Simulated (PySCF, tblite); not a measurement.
# C₃H₁₀FSi₂ radical: geometry, infrared bands and EPR parameters

Wanted: the infrared bands and EPR parameters of C₃H₁₀FSi₂ radical (`FC[C]([SiH3])C[SiH3]`), by calculation.

Computed with tblite 0.8.0 and PySCF 2.14.0, with density-fitted response routines of our own, on a single molecule in the gas phase. Atoms count from 0, in the outputs and in this text.

## (1) Starting geometry

16 atoms, charge 0, multiplicity 2; geometry from: force field or distance geometry start.

Bonds of the start (Å): F0–C1 1.38, C1–C2 1.53, C2–Si3 1.87, C2–C4 1.48, C4–Si5 1.85, C1–H6 1.11, C1–H7 1.10, Si3–H8 1.47, Si3–H9 1.48, Si3–H10 1.48, C4–H11 1.12, C4–H12 1.13, Si5–H13 1.49, Si5–H14 1.47, Si5–H15 1.46.

## (2) Optimising the geometry with GFN2-xTB

What the job is given:

```
{"job": {"kind": "relax", "xc": "GFN2-xTB", "basis": "xTB"}, "charge": 0, "multiplicity": 2}
F     -1.789800    -0.671400    -1.738800
C     -1.535500     0.631500    -1.344400
C     -0.466500     0.612900    -0.256000
Si    -1.034300    -0.359800     1.235500
C      0.827500     0.031900    -0.689500
Si     2.096200     0.038300     0.653700
H     -2.487600     1.027200    -0.939900
H     -1.190700     1.164200    -2.245500
H     -0.902900     0.417200     2.474900
H     -2.431300    -0.778800     0.968900
H     -0.216000    -1.580900     1.396600
H      1.222800     0.476100    -1.642600
H      0.654500    -1.047100    -0.963900
H      3.249300    -0.780100     0.199100
H      1.501300    -0.566400     1.851300
H      2.495400     1.394200     1.029100
```

The run is started by

```sh
OMP_NUM_THREADS=1 python probes_run.py task.json out
```

This one command runs all jobs of the session in turn.

The log of the run:

```text
step      E/eV     max force
  0    -533.57572    1.824
  1    -533.70490    1.224
  2    -533.77518    0.833
  3    -533.82568    0.640
  4    -533.88548    0.608
  5    -533.93979    0.634
  6    -533.99871    0.786
  7    -534.06507    0.732
  8    -534.12908    0.558
  9    -534.17609    0.478
 10    -534.20800    0.465
 11    -534.23529    0.531
 12    -534.26019    0.428
 13    -534.27607    0.236
 14    -534.28452    0.233
 15    -534.29108    0.224
 16    -534.29910    0.262
 17    -534.30727    0.243
 18    -534.31295    0.164
 19    -534.31572    0.107
 20    -534.31730    0.105
 21    -534.31899    0.119
 22    -534.32124    0.140
 23    -534.32423    0.177
 24    -534.32757    0.174
 25    -534.33035    0.121
 26    -534.33223    0.106
 27    -534.33365    0.100
 28    -534.33522    0.101
 29    -534.33730    0.148
 30    -534.33967    0.142
 31    -534.34200    0.173
 32    -534.34459    0.182
 33    -534.34828    0.207
 34    -534.35379    0.333
 35    -534.36063    0.343
 36    -534.36678    0.194
 37    -534.37123    0.198
 38    -534.37549    0.215
 39    -534.38175    0.338
 40    -534.38957    0.401
 41    -534.39596    0.303
 42    -534.40219    0.197
 43    -534.40670    0.148
 44    -534.41111    0.167
 45    -534.41482    0.167
 46    -534.42182    0.192
 47    -534.42871    0.197
 48    -534.43544    0.206
 49    -534.44049    0.218
 50    -534.44473    0.249
 51    -534.45001    0.185
 52    -534.45735    0.200
 53    -534.46555    0.237
 54    -534.47207    0.219
 55    -534.48033    0.206
 56    -534.48692    0.192
 57    -534.49150    0.215
 58    -534.49726    0.180
 59    -534.50199    0.139
 60    -534.50425    0.124
 61    -534.50576    0.117
 62    -534.50786    0.120
 63    -534.51043    0.133
 64    -534.51370    0.171
 65    -534.51691    0.156
 66    -534.51937    0.104
 67    -534.52123    0.100
 68    -534.52319    0.128
 69    -534.52569    0.132
 70    -534.52864    0.152
 71    -534.53173    0.136
 72    -534.53486    0.124
 73    -534.53786    0.121
 74    -534.54048    0.132
 75    -534.54264    0.105
 76    -534.54452    0.098
 77    -534.54633    0.106
 78    -534.54845    0.119
 79    -534.55092    0.104
 80    -534.55306    0.130
 81    -534.55526    0.139
 82    -534.55767    0.136
 83    -534.55996    0.109
 84    -534.56167    0.110
 85    -534.56306    0.122
 86    -534.56450    0.131
 87    -534.56651    0.117
 88    -534.56901    0.096
 89    -534.57109    0.144
 90    -534.57202    0.070
 91    -534.57277    0.051
 92    -534.57322    0.046
 93    -534.57358    0.040
 94    -534.57383    0.039
 95    -534.57414    0.043
 96    -534.57453    0.047
 97    -534.57502    0.044
 98    -534.57552    0.052
 99    -534.57594    0.047
100    -534.57629    0.042
101    -534.57668    0.048
102    -534.57723    0.051
103    -534.57805    0.075
104    -534.57896    0.072
105    -534.57981    0.071
106    -534.58055    0.072
107    -534.58149    0.068
108    -534.58264    0.089
109    -534.58402    0.093
110    -534.58523    0.096
111    -534.58634    0.094
112    -534.58722    0.098
113    -534.58826    0.093
114    -534.58930    0.079
115    -534.59128    0.093
116    -534.59222    0.099
117    -534.59384    0.075
118    -534.59471    0.059
119    -534.59519    0.057
120    -534.59557    0.049
121    -534.59595    0.053
122    -534.59645    0.071
123    -534.59704    0.067
124    -534.59763    0.074
125    -534.59812    0.052
126    -534.59853    0.067
127    -534.59906    0.074
128    -534.59958    0.071
129    -534.60001    0.046
130    -534.60020    0.051
131    -534.60044    0.046
132    -534.60072    0.043
133    -534.60108    0.052
134    -534.60135    0.051
135    -534.60157    0.040
136    -534.60176    0.040
137    -534.60197    0.030
138    -534.60215    0.039
139    -534.60230    0.032
140    -534.60247    0.036
141    -534.60265    0.035
142    -534.60284    0.031
143    -534.60300    0.028
144    -534.60311    0.037
145    -534.60322    0.026
146    -534.60331    0.022
147    -534.60337    0.018
148    -534.60341    0.014
149    -534.60344    0.012
150    -534.60345    0.008
```

Run time: 0.84 s. Hardware: 1 thread of Arm Neoverse V2, shared host.

The steps of the relaxation: (not every step is listed)

```csv
step,energy from step 0 (eV),largest force (eV/Å)
0,0.0000,1.8242
1,-0.1292,1.2241
2,-0.1995,0.8332
3,-0.2500,0.6400
4,-0.3098,0.6081
5,-0.3641,0.6339
6,-0.4230,0.7862
7,-0.4893,0.7323
8,-0.5534,0.5581
21,-0.7433,0.1194
34,-0.7781,0.3329
47,-0.8530,0.1966
60,-0.9285,0.1242
73,-0.9621,0.1207
86,-0.9888,0.1313
99,-1.0002,0.0471
112,-1.0115,0.0977
125,-1.0224,0.0524
138,-1.0264,0.0387
145,-1.0275,0.0261
146,-1.0276,0.0225
147,-1.0276,0.0180
148,-1.0277,0.0145
149,-1.0277,0.0124
150,-1.0277,0.0081
```

Close pairs (by a distance rule), those that changed most:

```csv
bond,before (Å),after (Å),change (Å)
C4–Si5,1.848,1.933,+0.086
C1–C2,1.526,1.485,-0.041
C4–H12,1.127,1.089,-0.038
C4–H11,1.123,1.092,-0.031
Si5–H13,1.485,1.463,-0.023
C2–C4,1.483,1.463,-0.020
C2–Si3,1.869,1.851,-0.018
Si3–H9,1.483,1.466,-0.017
```

The end geometry stands in the next job.

## (3) Infrared spectrum with GFN2-xTB

What the job is given:

```
{"job": {"kind": "ir", "xc": "GFN2-xTB", "basis": "xTB"}, "charge": 0, "multiplicity": 2}
F     -0.679293     0.922413    -2.272708
C     -1.128497     0.899203    -0.965694
C     -0.583517    -0.242627    -0.188887
Si    -1.471659    -0.807016     1.333773
C      0.743255    -0.736587    -0.559667
Si     2.132229     0.448607     0.075460
H     -2.222984     0.871961    -1.012364
H     -0.821300     1.868716    -0.538970
H     -1.084820    -0.049195     2.537460
H     -2.911604    -0.623820     1.130367
H     -1.148529    -2.217221     1.562928
H      0.860723    -0.786299    -1.644594
H      0.921786    -1.726727    -0.142456
H      3.421219    -0.125549    -0.309747
H      2.017276     0.553982     1.530528
H      1.948115     1.759104    -0.546839
```

The log of the run:

```text
mode    cm-1     km/mol
  1      32.3      4.55
  2      62.1      0.20
  3      73.2      2.00
  4     115.5      0.16
  5     150.3      1.69
  6     207.4      4.96
  7     276.5      4.60
  8     310.2      4.45
  9     413.3     11.72
 10     507.4     26.48
 11     514.8     28.63
 12     533.4     64.97
 13     560.7     90.69
 14     664.6     36.49
 15     721.7     39.31
 16     761.1     55.89
 17     764.3    532.28
 18     767.0     76.04
 19     784.4    240.64
 20     807.6     98.77
 21     811.7    361.46
 22     821.6    208.14
 23     927.3     14.06
 24     982.2     65.98
 25    1054.7     20.55
 26    1154.2     50.93
 27    1194.0      9.01
 28    1241.2     10.90
 29    1251.5      4.67
 30    1322.0     14.73
 31    1428.0      3.75
 32    1455.7      2.95
 33    2156.5    285.57
 34    2236.7    307.45
 35    2244.9    257.39
 36    2272.2    238.59
 37    2274.3    384.11
 38    2281.3    242.23
 39    2819.8     33.43
 40    2929.0     29.10
 41    2947.2     19.93
 42    2987.7     29.90
```

Run time: 0.44 s. Hardware: 1 thread of Arm Neoverse V2, shared host.

The strongest bands and the atoms that carry them (share of the mass-weighted mode):

```csv
cm⁻¹,km/mol,atoms
764,532.3,"H15 34 %, H14 28 %, H13 17 %"
784,240.6,"H15 49 %, H14 28 %, H13 14 %"
812,361.5,"H10 19 %, H8 18 %, H11 14 %, H12 13 %"
2156,285.6,H8 94 %
2237,307.4,H9 94 %
2245,257.4,H10 94 %
2274,384.1,"H13 79 %, H14 16 %"
2281,242.2,H15 96 %
```

## (4) g tensor and hyperfine couplings: B3LYP/pcH-1

Settings changed since step 3:

```diff
@@ -1,2 +1,2 @@
-{"job": {"kind": "ir", "xc": "GFN2-xTB", "basis": "xTB"}, "charge": 0, "multiplicity": 2}
+{"job": {"kind": "epr", "basis": "pcH-1"}, "charge": 0, "multiplicity": 2}
 F     -0.679293     0.922413    -2.272708
```

Method: UKS B3LYP, pcH-1 on C F H Si, non-relativistic, mean-field spin-orbit, GIAO.

The log of the run:

```text
UKS, coarse grid
  cycle   1  E = -799.08325176  |g| = 4.06e-01
  cycle   2  E = -799.03702214  |g| = 5.60e-01
  cycle   3  E = -799.14044032  |g| = 5.07e-02
  cycle   4  E = -799.14112550  |g| = 2.10e-02
  cycle   5  E = -799.14128621  |g| = 9.40e-03
  cycle   6  E = -799.14133396  |g| = 1.89e-03
  cycle   7  E = -799.14133686  |g| = 9.06e-04
UKS, final grid
  cycle   1  E = -799.14130440  |g| = 9.68e-04
  cycle   2  E = -799.14130426  |g| = 1.15e-03
  cycle   3  E = -799.14130483  |g| = 1.12e-04
  cycle   4  E = -799.14130484  |g| = 4.70e-05
  cycle   5  E = -799.14130484  |g| = 2.48e-05
E = -799.14130484 Eh   <S^2> = 0.7538 (exact 0.7500)
g shifts (ppm)      1          2          3
  rmc          -139       -139       -139
  gc             -6         32         12
  oz_so          65        306       1299
  total         -79        200       1172
hyperfine (MHz)  atom isotope    a_iso     a_fc   dipolar eigenvalues
    0   19F      39.36      39.17    -22.75    -19.86     42.61
    1   13C     -31.76     -31.76     -2.71     -0.88      3.59
    2   13C      80.42      80.52    -70.04    -68.85    138.89
    3  29Si      43.84      43.90     -1.66     -1.09      2.75
    4   13C     -26.44     -26.45     -4.60     -0.83      5.43
    5  29Si    -115.50    -115.65    -23.41     11.10     12.31
    6    1H      47.34      47.34     -5.22     -3.76      8.98
    7    1H     123.12     123.12     -5.43     -1.69      7.12
    8    1H      74.52      74.52     -3.10     -1.44      4.54
    9    1H      14.26      14.26     -3.11     -2.57      5.68
   10    1H      21.45      21.45     -3.04     -2.50      5.54
   11    1H      65.55      65.55     -4.64     -3.65      8.29
   12    1H      22.61      22.60     -3.90     -3.79      7.69
   13    1H      21.13      21.13     -2.20     -0.89      3.09
   14    1H      -3.61      -3.61     -2.78     -1.45      4.23
   15    1H      -1.83      -1.83     -2.58     -1.17      3.75
```

Wall time 77 s (1 thread of Arm Neoverse V2, shared host); peak memory 1.1 GiB.

Principal g values 2.00224, 2.00252, 2.00349; g(iso) = 2.00275, against 2.00232 for a free electron.

Mean a(iso) over the nuclei that a row names, and the largest dipolar term of the row (other rows stand at the frozen geometry):

```csv
nuclei,isotope,a(iso) (MHz),"a(iso) (G, at g = 2.0023)",largest dipolar term (MHz)
Si5,29Si,-115.5,-41.2,-23.4
"H6, H7",1H,85.2,30.4,9.0
C2,13C,80.4,28.7,138.9
"H11, H12",1H,44.1,15.7,8.3
Si3,29Si,43.8,15.6,2.8
F0,19F,39.4,14.0,42.6
"H8, H9, H10",1H,36.7,13.1,5.7
C1,13C,-31.8,-11.3,3.6
C4,13C,-26.4,-9.4,5.4
"H13, H14, H15",1H,5.2,1.9,4.2
```

Mulliken spin populations:

F0 0.01; C1 -0.06; C2 0.89; Si3 -0.03; C4 -0.06; Si5 0.08; H6 0.02; H7 0.05; H8 0.04; H9 0.01; H10 0.01; H11 0.02; H12 0.01; H13 0.01; H14 0.00; H15 0.00

In first order the couplings over 0.8 MHz of 1H, 19F give 288 distinct lines over 151.3 G, if the averaged nuclei exchange fast.

Orbitals, density, ELF and potential are computed afterwards from the orbital file.

ELF in a plane through or near 5 of the atoms.

Ten even steps from ' ' (0.00) to '@' (1.00):
```
                                                        
                                                        
                                                        
                      ..--==--..    ..                  
                      --**##++..  ++@@%%--              
                      --**##++--**@@@@@@**              
              ::::      ::------**@@@@@@--              
            ..====::      ::--++++%%@@==                
            ..--++==::..  --%%@@**..    ::##%%**..      
      ..--====--....++**==**==--##**::**@@@@@@@@**      
      ++%%@@@@++..--::%%++****##@@**..##@@@@@@@@%%      
    ::%%@@@@@@@@..::::##==::--##====%%::@@@@@@@@**      
    ..%%@@@@@@@@++::--::      ::..::++  ==**++==..      
      ++@@@@@@**::::..        ..--------::..            
        ..--::                ..--++**++::              
                                ..--==--..              
                                                        
                                                        
                                                        
                                                        
```
The map spans 11.8 Å across and 10.1 Å up, centred on the molecule. Atoms in the plane (x, y in Å): C1 (0.7, 1.6), Si3 (1.9, -1.0), H6 (1.7, 2.0), H9 (3.2, -0.3), H13 (-3.3, -0.9).

On the surface of density 0.002 e/bohr³ the electrostatic potential runs, from the 1st to the 99th percentile, from -1.00 V near F0 to 1.19 V near H7.

The spin density lies nearest to C2 63 %.

## (5) What came out

```
                                 quantity                    value
strongest single infrared mode (GFN2-xTB)     764 cm⁻¹, 532 km/mol
             zero-point energy (GFN2-xTB)            68.4 kcal/mol
                           g(iso) (B3LYP)                  2.00275
                                     ⟨S²⟩       0.754 (exact 0.75)
       largest a(iso) (averaged by class)  29Si on Si5, -115.5 MHz
    surface potential, 1st and 99th percentile       -1.00 V and 1.19 V
```

The optimisation took 150 steps and gained 1.028 eV; among the close pairs (by a distance rule), C4–Si5 changed most, from 1.848 to 1.933 Å. No mode is imaginary among the 42: a minimum at this level. GFN2-xTB is a fitted tight-binding method: band positions and strengths are rough. Its intensities can rank the bands wrongly. C2 carries the largest spin population, 0.89 e. The isotropic g lies 0.4 ppt above the free-electron value.
